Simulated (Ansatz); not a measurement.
# SiNi2: the cost of one run

Program: Ansatz 0.2.0. Level of theory: DFT PBE, scalar-relativistic, plane waves, PAW. These are calculated values, not measurements.

1 further run of the same task is left out (set aside as unsound or not needed).

## (1) The starting structure

Symmetry: Pnma, No. 62, orthorhombic system. The conventional cell has a = 5.022 Å, b = 3.730 Å, c = 7.077 Å, α = 90.00°, β = 90.00°, γ = 90.00°. Si (site symmetry m) has 10 Ni at 2.31 to 2.76 Å in its first shell of neighbours. Around Ni (site symmetry m) lie 5 Si at 2.35 to 2.58 Å and 8 Ni at 2.57 to 2.72 Å. Ni (site symmetry m) has 5 Si at 2.31 to 2.76 Å and 8 Ni at 2.57 to 2.72 Å in its first shell of neighbours.

Coordinates:

```xyz
12
Lattice="5.0221 0.0000 0.0000 0.0000 3.7299 0.0000 0.0000 0.0000 7.0766" Properties=species:S:1:pos:R:3 pbc="T T T"
Si    1.4402    2.7974    4.3500
Si    3.5818    0.9325    2.7265
Si    1.0708    0.9325    0.8118
Si    3.9513    2.7974    6.2648
Ni    4.8181    2.7974    1.4425
Ni    0.2039    0.9325    5.6341
Ni    2.7149    0.9325    4.9808
Ni    2.3071    2.7974    2.0958
Ni    4.1712    2.7974    3.9650
Ni    0.8508    0.9325    3.1116
Ni    3.3619    0.9325    0.4267
Ni    1.6602    2.7974    6.6498
```

It is the result of an earlier relaxation at this level (volume 11.05 Å³/atom; gap on the mesh: none (metal)).

## (2) Static run: bands, density of states and charges

input.yaml

```yaml
crystal:
  lattice:
    - [5.0220617806, 0.0, 0.0]
    - [0.0, 3.729909366, 0.0]
    - [0.0, 0.0, 7.0765535906]
  atoms:
    - { symbol: Si, position: [0.2867796774, 0.75, 0.6147108607] }
    - { symbol: Si, position: [0.7132203226, 0.25, 0.3852891393] }
    - { symbol: Si, position: [0.2132203226, 0.25, 0.1147108607] }
    - { symbol: Si, position: [0.7867796774, 0.75, 0.8852891393] }
    - { symbol: Ni, position: [0.9593959783, 0.75, 0.2038409294] }
    - { symbol: Ni, position: [0.0406040217, 0.25, 0.7961590706] }
    - { symbol: Ni, position: [0.5406040217, 0.25, 0.7038409294] }
    - { symbol: Ni, position: [0.4593959783, 0.75, 0.2961590706] }
    - { symbol: Ni, position: [0.8305792023, 0.75, 0.5603012852] }
    - { symbol: Ni, position: [0.1694207977, 0.25, 0.4396987148] }
    - { symbol: Ni, position: [0.6694207977, 0.25, 0.0603012852] }
    - { symbol: Ni, position: [0.3305792023, 0.75, 0.9396987148] }
basis:
  ecutwfc: 420
kpoints:
  mp_grid: { grid: [8, 10, 6] }
  band_path:
    path:
      - [[0.0, 0.0, 0.0], [0.5, 0.0, 0.0], [0.5, 0.5, 0.0], [0.0, 0.5, 0.0], [0.0, 0.0, 0.0], [0.0, 0.0, 0.5], [0.5, 0.0, 0.5], [0.5, 0.5, 0.5], [0.0, 0.5, 0.5], [0.0, 0.0, 0.5]]
      - [[0.5, 0.0, 0.0], [0.5, 0.0, 0.5]]
      - [[0.0, 0.5, 0.0], [0.0, 0.5, 0.5]]
      - [[0.5, 0.5, 0.0], [0.5, 0.5, 0.5]]
    npoints: 10
hamiltonian:
  xc: pbe
scf:
  occupations: { method: gaussian, width: 0.1 }
  n_extra_bands: 30
output:
  forces: true
  stress: true
  eigenvalues: true
  populations: true
  dos: { projected: true, de: 0.02, nscf_kmesh: { grid: [12, 15, 9] } }
  bader: false
```

Run with:

```console
$ ansatz run input.yaml --threads 4 --pin off --max-ram 10240MiB --backend cpu --events-out ev --progress --plain --runs-dir out
```

Q: Estimate wall time and peak memory on 4 threads of Intel Xeon Platinum 8175M at 2.50GHz (Skylake/Cascade Lake), shared host.

About 1.7 min, with a peak of 2.5 GiB.
